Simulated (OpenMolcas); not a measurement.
# Pr²⁺ among point charges: CASSCF levels and susceptibility

Aim: the splitting of the states of Pr²⁺ in the field of 6 point charges, its lowest levels with spin-orbit coupling and its magnetic susceptibility.

Program: OpenMolcas 26.06. Level of theory: state-averaged CASSCF, spin-orbit coupling by RASSI with atomic mean-field integrals. These are calculated values, not measurements, unless marked.

## (1) The atom as given

* Species: Pr²⁺ (praseodymium, Z = 59, 57 electrons)
* Basis: ANO-RCC-VDZP [7s6p4d2f1g], 68 functions
* Scalar Hamiltonian: DKH2, point nucleus
* Inactive shells: 1s 2s 2p 3s 3p 3d 4s 4p 4d 5s 5p
* Active space: 3 electrons in 7 orbitals (4f)
* Some configurations of this space: 4f3
* Orbitals: optimised for the highest spin of each parity, averaged over all roots

Outer shells as boxes (Hund's rule):

4f3
```
4f [↑ ][↑ ][↑ ][  ][  ][  ][  ]
```

The ion sits among 6 point charges of -0.75 e arranged as a trigonal antiprism (D3d), 2.76 Å from the ion, with a polar angle of 53.6° against the regular 54.74°.

Each step is its own input file, run in one work folder so that later steps find the files of earlier ones. Labels, J, g values, rates, χT and fits are worked out afterwards by a script from the matrices that RASSI stores. The input lists half of the charges; inversion (Group=XYZ) makes the rest.

## (2) Basis and integrals

a.inp

```
&GATEWAY
Coord
1

Pr 0.0 0.0 0.0
Basis=ANO-RCC-VDZP
Group=XYZ
NoMove
AngMom=0.0 0.0 0.0
AMFI
XField
3 Angstrom 0
0.000000 2.222675 1.636250 -0.750000
1.924893 -1.111338 1.636250 -0.750000
1.924893 1.111338 -1.636250 -0.750000
&SEWARD
```

## (3) CASSCF: quartets of odd parity, 35 roots

a.inp

```
&RASSCF
FileOrb=start.orb
Symmetry=2
Spin=4
nActEl=3 0 0
Inactive=15 12
Ras2=0 7
CIRoot=35 35 1
SDav=35
CIMx=300
Iter=120 100
PrWF=0.3
OrbListing=Nothing
MaxOrb=0
>>> COPY $Project.JobIph JOB001
```

start.orb holds the contracted functions of the basis, ordered by shell, or the orbitals of the step before.

## (4) CASSCF: doublets of odd parity, 112 roots

a.inp

```
&RASSCF
FileOrb=start.orb
Symmetry=2
Spin=2
nActEl=3 0 0
Inactive=15 12
Ras2=0 7
CIRoot=112 112 1
SDav=112
CIMx=300
Iter=120 100
PrWF=0.3
OrbListing=Nothing
MaxOrb=0
CIOnly
>>> COPY $Project.JobIph JOB002
```

## (5) State interaction with spin-orbit coupling

a.inp

```
&RASSI
NrOfJobIphs=2 35 96
1 2 3 4 5 6 7 8 9 10 11 12 13 14 15 16 17 18 19 20 21 22 23 24 25 26 27
28 29 30 31 32 33 34 35
1 2 3 4 5 6 7 8 9 10 11 12 13 14 15 16 17 18 19 20 21 22 23 24 25 26 27
28 29 30 31 32 33 34 35 36 37 38 39 40 41 42 43 44 45 46 47 48 49 50 51
52 53 54 55 56 57 58 59 60 61 62 63 64 65 66 67 68 69 70 71 72 73 74 75
76 77 78 79 80 81 82 83 84 85 86 87 88 89 90 91 92 93 94 95 96
IphNames
JOB001
JOB002
EJob
SpinOrbit
DIPRint=1.0
SOCoupling=1000.0
Subsets=2
Property=9
'ANGMOM' 1 'ANGMOM' 2 'ANGMOM' 3 'MLTPL  1' 1 'MLTPL  1' 2 'MLTPL  1' 3
'AMFI' 1 'AMFI' 2 'AMFI' 3
SOProperty=3
'ANGMOM' 1 'ANGMOM' 2 'ANGMOM' 3
```

Before running it: what results should come out? Wanted: spin-free ground state; first state of the same spin within the active space; lowest level; next level.

As calculated:

| quantity | value |
| --- | --- |
| method | CASSCF |
| spin-free ground state | 4A2, 1-fold in its orbital part |
| first state of the same spin within the active space | 4A1 at 12.3 cm⁻¹ |
| lowest level | 2-fold E1/2, g = 0.27, 0.27, 4.46 |
| next level | 3.0 cm⁻¹ |
| χT at 300 K | 1.71 cm³ K/mol |
| effective moment at 300 K | 3.70 μB |

The spin-free ground state (4A2) comes to 100 % from free-ion I terms and keeps the highest spin of the shell. The doublets rest on orbitals optimised for another spin in at least one step, which raises them against the optimised states. Not all states of the active space went into the spin-orbit step. High states of lower spin are left out of the spin-orbit mixing, and CASSCF puts spin-flip levels too high. Point charges carry no covalency, so the field is a model and not that of real ligands.
